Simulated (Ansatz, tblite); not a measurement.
# The cluster Ag₂H₃−: one state, many levels

How do method and basis change the picture of the cluster Ag₂H₃− (singlet)?

Program: Ansatz 0.2.0, Gaussian basis. Level of theory: as each input shows. These are calculated values, not measurements.

Levels to be run: GFN1-xTB, GFN2-xTB, PBE-D4/def2-TZVPD, r2SCAN-D4/def2-TZVPD, LC-ωPBE/def2-TZVPD, LDA/def2-TZVPD, revPBE-D4/def2-TZVPD, r2SCANh-D4/def2-TZVPD, PBE-QIDH/def2-TZVPD, PBE+5HF/def2-TZVPD, PBE+10HF/def2-TZVPD, PBE+15HF/def2-TZVPD, PBE+35HF/def2-TZVPD, PBE+50HF/def2-TZVPD, PBE-D4/def2-SVPD, PBE0-D4/def2-SVPD, CCSD(T)/def2-TZVPPD, MP2/def2-TZVPD, RPA/def2-TZVPD.

1 further run of the same task is left out (set aside as unsound or not needed). Runs told in other sessions of the task aren't counted.

## Step 1: The structure

The geometry is that of the singlet, from an earlier relaxation (r2SCAN-D4/def2-TZVPD). At that level it is the lowest of the isomers that a small search found.

5 atoms, charge -1, spin multiplicity 1.

Bond lengths: Ag1–Ag2 2.829 Å, Ag1–H4 1.757 Å, Ag1–H5 1.653 Å, Ag2–H3 1.653 Å, Ag2–H4 1.757 Å. Angles: Ag2–Ag1–H4 36.4°, Ag2–Ag1–H5 150.9°, H4–Ag1–H5 172.7°, Ag1–Ag2–H3 150.9°, Ag1–Ag2–H4 36.4°, H3–Ag2–H4 172.7°, Ag1–H4–Ag2 107.3°.

Ag takes a core potential in the def2 sets. No spin-orbit coupling is included. The ion is computed in the gas phase, without counter-ions or solvent.

PBE0-D4/def2-TZVPD was run before; its log isn't repeated, and its numbers join the tables.

## Step 2: GFN1-xTB

Tight binding, by tblite at 300 K electronic temperature and without a spin-polarisation term:

```python
tblite.interface.Calculator('GFN1-xTB', numbers, positions, charge=-1, uhf=0).singlepoint()
```

Energy -257.5713 eV, HOMO -3.87 eV, LUMO -0.53 eV; 0.003 s.

## Step 3: GFN2-xTB

Tight binding, by tblite at 300 K electronic temperature and without a spin-polarisation term:

```python
tblite.interface.Calculator('GFN2-xTB', numbers, positions, charge=-1, uhf=0).singlepoint()
```

Energy -261.8079 eV, HOMO -3.62 eV, LUMO -0.32 eV; 0.002 s.

## Step 4: PBE-D4/def2-TZVPD

start.molden holds the orbitals of an earlier run on this state, given as this run's starting guess.

Contents of in.yaml:

```yaml
crystal:
  periodic: [false, false, false]
  atoms:
    - {symbol: Ag, position_ang: [-0.596505, -1.247433, -0.319447]}
    - {symbol: Ag, position_ang: [0.402523, 1.292389, 0.426247]}
    - {symbol: H, position_ang: [1.602441, 2.429686, 0.427870]}
    - {symbol: H, position_ang: [-0.991028, 0.229623, 0.545585]}
    - {symbol: H, position_ang: [-0.417431, -2.704265, -1.080255]}
basis:
  gaussian: {orbitals: def2-TZVPD, initial_orbitals: start.molden}
total_charge: -1
hamiltonian: {xc: pbe, dispersion: d4}
scf: {omitted_lower_state_checks: [starts]}
output: {forces: true, orbitals: {seedname: orbitals}}
```

Run with:

```sh
$ ansatz run in.yaml --threads 4 --pin off --events-out ev --progress --plain --max-ram 3916MiB
```

The runs that follow: r2SCAN-D4/def2-TZVPD; LC-ωPBE/def2-TZVPD; LDA/def2-TZVPD; revPBE-D4/def2-TZVPD; r2SCANh-D4/def2-TZVPD; PBE-QIDH/def2-TZVPD; PBE+5HF/def2-TZVPD; PBE+10HF/def2-TZVPD; PBE+15HF/def2-TZVPD; PBE+35HF/def2-TZVPD; PBE+50HF/def2-TZVPD; PBE-D4/def2-SVPD; PBE0-D4/def2-SVPD; CCSD(T)/def2-TZVPPD; MP2/def2-TZVPD; RPA/def2-TZVPD.

Before running them: what should the planned runs give, taken together? Wanted: gap in def2-TZVPD, named functionals, smallest and largest; gap over the share of exact exchange; correlation energy, CCSD(T)/def2-TZVPPD; correlation energy, MP2/def2-TZVPD; PBE0 total energy, smallest basis above largest.

**Answer**, as computed:

| quantity | value |
| --- | --- |
| gap in def2-TZVPD, named functionals, smallest and largest | 3.83 eV (PBE-D4), 9.45 eV (LC-ωPBE) |
| gap over the share of exact exchange | 3.83 eV at 0, 7.00 eV at 0.5 |
| correlation energy, CCSD(T)/def2-TZVPPD | -39.41 eV |
| correlation energy, MP2/def2-TZVPD | -28.86 eV |
| PBE0 total energy, smallest basis above largest | 2.07 eV (def2-SVPD, def2-TZVPD) |

Orbital gaps of the named functionals in def2-TZVPD span 3.83 eV (PBE-D4) to 9.45 eV (LC-ωPBE); exact exchange widens it. Raising the share of exact exchange from 0 to 0.5 moves the HOMO by -2.05 eV and the LUMO by +1.12 eV.
